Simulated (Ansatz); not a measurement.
Debugging a relaxation of cell and ions of SrAlGe, space group P-6m2 (the Ansatz DFT code, driven from Python).

The cells in order, each with its output:

```python
from pathlib import Path

import ansatz as az
from ase.data import atomic_numbers
import matplotlib.pyplot as plt
import numpy as np
import spglib
```

```python
params = {
    "xc": "pbesol",
    "kmesh": (6, 6, 5),
    "filling": "cold",
    "width_ev": 0.05,
    "cutoff_ev": 550,
}
```

```python
def edges_and_angles(cell):
    cell = np.asarray(cell)
    a, b, c = np.linalg.norm(cell, axis=1)
    cosines = cell[1] @ cell[2] / (b * c), cell[0] @ cell[2] / (a * c), cell[0] @ cell[1] / (a * b)
    return (a, b, c, *np.degrees(np.arccos(cosines)))
```

```python
lattice = az.Lattice.of(
    (4.29652, 0.0, 0.0),
    (-2.14826, 3.7209, 0.0),
    (0.0, 0.0, 4.77902),
)
sites = [
    ("Sr", (0.0, 0.0, 0.0)),
    ("Al", (2 / 3, 1 / 3, 0.5)),
    ("Ge", (1 / 3, 2 / 3, 0.5)),
]
cell = az.Crystal(lattice=lattice)
for symbol, position in sites:
    cell = cell.atom(symbol, position)
```

```python
cell.resolved().sites[-1]
```

    Site(symbol='Ge', position=(0.3333333333333333, 0.6666666666666666, 0.5), moment=None, axis=None, held=None, saved=None)

```python
# shape and ions at fixed volume
setup = (
    cell.calculation()
    .functional(params["xc"])
    .kpoints(*params["kmesh"])
    .occupations(params["filling"], width=params["width_ev"])
    .basis(params["cutoff_ev"])
    .relax(max_steps=30, fix_cell=["volume"], stress_tolerance=0.01)
    .density()
    .potential()
    .electron_localization_function()
    .output_files(volumetric_format="npy")
)
steps = []
```

```python
def collect(event):
    if event["event"] == "relax_step":
        steps.append(event["data"])
```

```python
result = setup.session().plan().execute(on_event=collect)
rep = result.report
```

    

```python
[(site.symbol, site.position_frac.round(4).tolist()) for site in result.lattice.sites]
```

    [(<Element.SR: 'Sr'>, [-0.0, -0.0, 0.0]), (<Element.AL: 'Al'>, [0.6667, 0.3333, 0.5]),
     (<Element.GE: 'Ge'>, [0.3333, 0.6667, 0.5])]

```python
type(result).__name__, type(rep).__name__
```

    ('RunOutcome', 'dict')

```python
rep["published_state_doubts"]
```

    []

```python
print("step   energy (eV)     max comp. (eV/A)   P (GPa)  SCF")
for s in steps:
    print(f"{s['step']:4d} {s['lagrangian_ev']:15.5f} {s['allowed_force_max_ev_ang']:12.4f} {s['pressure_gpa']:10.3f} {s['n_scf']:5d}")
```

    step   energy (eV)     max comp. (eV/A)   P (GPa)  SCF
       1     -8271.71848       0.0000     -1.180     8
       2     -8271.72433       0.0000     -1.484     5
       3     -8271.72449       0.0000     -1.545     5
       4     -8271.72449       0.0000     -1.541     5
       5     -8271.72449       0.0000     -1.541     7

```python
first, last = steps[0], steps[-1]
symbols = [site.symbol for site in result.lattice.sites]
print(f"energy gained {first['lagrangian_ev'] - last['lagrangian_ev']:.4f} eV in {len(steps) - 1} steps")
for label, vectors in (("before", first["cell_ang"]), ("after", result.lattice.cell_ang)):
    print(label, "a b c (A) {:.4f} {:.4f} {:.4f}  angles {:.2f} {:.2f} {:.2f}".format(*edges_and_angles(vectors)), f" V = {abs(np.linalg.det(vectors)):.3f} A^3")
print("final stress xx yy zz (GPa, compression positive):", np.round(np.diag(rep["stress_gpa"]), 3) + 0.0)
```

    energy gained 0.0060 eV in 4 steps
    before a b c (A) 4.2965 4.2965 4.7790  angles 90.00 90.00 120.00  V = 76.402 A^3
    after a b c (A) 4.3275 4.3275 4.7107  angles 90.00 90.00 120.00  V = 76.402 A^3
    final stress xx yy zz (GPa, compression positive): [-1.541 -1.541 -1.54 ]

```python
fractions = [site.position_frac for site in result.lattice.sites]
numbers = [atomic_numbers[s] for s in symbols]
for tolerance in (1e-3, 1e-2, 1e-1):
    print(f"space group at {tolerance} A:", spglib.get_spacegroup((result.lattice.cell_ang, fractions, numbers), symprec=tolerance))

print("atom   start x y z (A)              end x y z (A)")
for symbol, a, b in zip(symbols, first["positions_ang"], last["positions_ang"]):
    print(f"{symbol:3s}", " ".join(f"{v:8.4f}" for v in a), "  ", " ".join(f"{v:8.4f}" for v in b))
```

    space group at 0.001 A: P-6m2 (187)
    space group at 0.01 A: P-6m2 (187)
    space group at 0.1 A: P-6m2 (187)
    atom   start x y z (A)              end x y z (A)
    Sr    0.0000   0.0000   0.0000     -0.0000  -0.0000   0.0000
    Al    2.1483   1.2403   2.3895      2.1638   1.2493   2.3554
    Ge    0.0000   2.4806   2.3895      0.0000   2.4985   2.3554

```python
fig, (top, bottom) = plt.subplots(2, 1, sharex=True, figsize=(4.5, 4))
top.plot([s["lagrangian_ev"] - last["lagrangian_ev"] for s in steps], "o-")
top.set_ylabel("E - E(final) (eV)")
bottom.semilogy([max(s["allowed_force_max_ev_ang"], 1e-6) for s in steps], "s-")
bottom.set(xlabel="step", ylabel="largest force (eV/A)")
fig.tight_layout()
fig.savefig("relax.png", dpi=100)
```

```python
energy = rep["etot"]
print("SrAlGe: {:.6f} eV = {:.6f} Ry = {:.6f} Ha".format(energy, energy / 13.605693, energy / 27.211386))
print("Fermi level {:.4f} eV, {} k-points, {} symmetry operations".format(rep["fermi_energy_ev"], rep["n_kpoints"], rep["n_symmetry_ops"]))

folder = Path(result.write_results("fields"))
print("densities in e/A^3, potentials in eV, ELF without unit")
for name in sorted(p.name for p in folder.glob("*.npy")):
    field = np.load(folder / name)
    print(f"{name:16s} {str(field.shape):16s} min {field.min():10.4f}  mean {field.mean():10.4f}  max {field.max():10.4f}")
```

    Traceback (most recent call last):
      File "<cell 16>", line 1, in <module>
        energy = rep["etot"]
                 ~~~^^^^^^^^
    KeyError: 'etot'

What is wrong, and how is it mended?

The fault: the report has no such key (the free energy stands under free_energy_ev). Mended:

```diff
--- before
+++ after
@@
 # %%
-energy = rep["etot"]
+energy = rep["free_energy_ev"]
 print("SrAlGe: {:.6f} eV = {:.6f} Ry = {:.6f} Ha".format(energy, energy / 13.605693, energy / 27.211386))
```

Notebook, run cell by cell (the value of a cell's last expression is shown):

(earlier cells as before)

```python
energy = rep["free_energy_ev"]
print("SrAlGe: {:.6f} eV = {:.6f} Ry = {:.6f} Ha".format(energy, energy / 13.605693, energy / 27.211386))
print("Fermi level {:.4f} eV, {} k-points, {} symmetry operations".format(rep["fermi_energy_ev"], rep["n_kpoints"], rep["n_symmetry_ops"]))

folder = Path(result.write_results("fields"))
print("densities in e/A^3, potentials in eV, ELF without unit")
for name in sorted(p.name for p in folder.glob("*.npy")):
    field = np.load(folder / name)
    print(f"{name:16s} {str(field.shape):16s} min {field.min():10.4f}  mean {field.mean():10.4f}  max {field.max():10.4f}")
```

    SrAlGe: -8271.724493 eV = -607.960542 Ry = -303.980271 Ha
    Fermi level 7.8303 eV, 21 k-points, 12 symmetry operations
    densities in e/A^3, potentials in eV, ELF without unit
    elf.npy          (36, 36, 40)     min     0.0071  mean     0.3807  max     0.8651
    rho.npy          (36, 36, 40)     min     0.0406  mean     0.3534  max    56.9313
    v_es.npy         (36, 36, 40)     min  -177.9600  mean     2.7252  max    11.0152
    v_tot.npy        (36, 36, 40)     min  -211.2809  mean    -6.6320  max     4.8154

Absolute energies stand on the zero of these potentials, so only differences at equal settings mean something. A total without «per atom» is that of the cell as typed. Forces vanish by symmetry, so the ions can't move, and the end may be a saddle. Part of the cell is held or a pressure is applied, so the end point needn't be the zero-pressure lattice. The mesh is modest for a metal, so energies can be off by several to tens of meV an atom and pressures by half a GPa or more; differences at equal mesh fare better. An absolute Fermi energy rests on an arbitrary zero of the periodic potential and has no direct meaning. Energies along a relaxation are free energies. Rows at an unchanged volume are solved on a plane-wave basis chosen afresh for that cell, so the energy jumps there and such rows are no steps of the walk. The fields are valence quantities on the plane-wave grid; their values near the nuclei depend on the potentials. The structure comes from a database of computed cells and needn't be a stable or known phase. Run time: 21 s on 1 thread of Arm Neoverse V2, with other jobs on the host, peak memory 0.47 GiB.

(Lines on the test bed's own set-up are left out of the output.)
